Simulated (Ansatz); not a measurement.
Consider cell relaxations under several functionals of BaHg, space group Pm-3m (Ansatz 0.2.0, Python API).

Script `lattice_bahg.py`:
```python
"""Relaxed cell of BaHg under several functionals."""

import argparse
import warnings

import ansatz as az
import numpy as np

parser = argparse.ArgumentParser(description="Relaxed cell of BaHg under several functionals.")
parser.add_argument("--filling", default="cold", help="how the bands are filled")
parser.add_argument("--force-tol", type=float, required=True, help="force threshold (eV/A)")
args = parser.parse_args()

def edges_and_angles(cell):
    cell = np.asarray(cell)
    a, b, c = np.linalg.norm(cell, axis=1)
    cosines = cell[1] @ cell[2] / (b * c), cell[0] @ cell[2] / (a * c), cell[0] @ cell[1] / (a * b)
    return (a, b, c, *np.degrees(np.arccos(cosines)))


def main() -> None:
    warnings.simplefilter("ignore", az.DeckWarning)

    vectors = np.array([
        [4.17876, 0.0, 0.0],
        [0.0, 4.17876, 0.0],
        [0.0, 0.0, 4.17876],
    ])
    structure = (
        az.Lattice.of(vectors)
        .atom("Ba", (0.0, 0.0, 0.0))
        .atom("Hg", (0.5, 0.5, 0.5))
    )

    base = (
        structure.calculation()
        .basis(21 * az.Ha)
        .occupations(args.filling)
        .kpoints(6)
        .relax(cell=True, force_tolerance=args.force_tol)
    )

    levels = [("pbesol", "d3bj"), ("lda", "none"), ("blyp", "d3bj")]
    print("level            a       b       c    alpha   beta  gamma  V/atom  steps")
    for name, dispersion in levels:
        seen = []
        run = base.functional(name, dispersion=dispersion).session().plan()
        res = run.execute(on_event=lambda e: seen.append(e) if e["event"] == "relax_step" else None)
        cell = res.lattice.cell_ang
        label = name if dispersion == "none" else f"{name}+{dispersion}"
        print("{:13s} {:7.4f} {:7.4f} {:7.4f} {:6.2f} {:6.2f} {:6.2f}".format(label, *edges_and_angles(cell)), f"{abs(np.linalg.det(cell)) / len(res.lattice.sites):7.3f} {len(seen):5d}")


if __name__ == "__main__":
    main()
```

Rank the levels of theory by the volume of the relaxed cell.

From smallest to largest: PBEsol+D3BJ (32.40 Å³ an atom, -11.2 % against the start), LDA (32.84 Å³ an atom, -10.0 % against the start) and BLYP+D3BJ (35.41 Å³ an atom, -2.9 % against the start). The spread is 9.3 % in volume.

What the script printed:

```console
$ python lattice_bahg.py --force-tol 0.01
level            a       b       c    alpha   beta  gamma  V/atom  steps
pbesol+d3bj    4.0165  4.0165  4.0165  90.00  90.00  90.00  32.398     5
lda            4.0347  4.0347  4.0347  90.00  90.00  90.00  32.839     5
blyp+d3bj      4.1374  4.1374  4.1374  90.00  90.00  90.00  35.411     4
```

Notes:
- Forces vanish by symmetry, so the ions can't move, and the end may be a saddle.
- BLYP and dispersion corrections can be off by several per cent in the lattices of metals, and by several GPa in the pressure at a fixed cell.
- For a metal this k-point mesh is coarse: on a finer one energies can move by several to tens of meV an atom and pressures by half a GPa or more, differences at one mesh by less.
- Spin-orbit coupling, which matters for elements this heavy, is left out.
- The structure comes from a database of computed cells and needn't be a stable or known phase.
- Hardware and time: 29 s on 1 thread of Arm Neoverse V2, on a shared host, peak memory 0.49 GiB.

(Lines on the test bed's own set-up are left out of the output.)
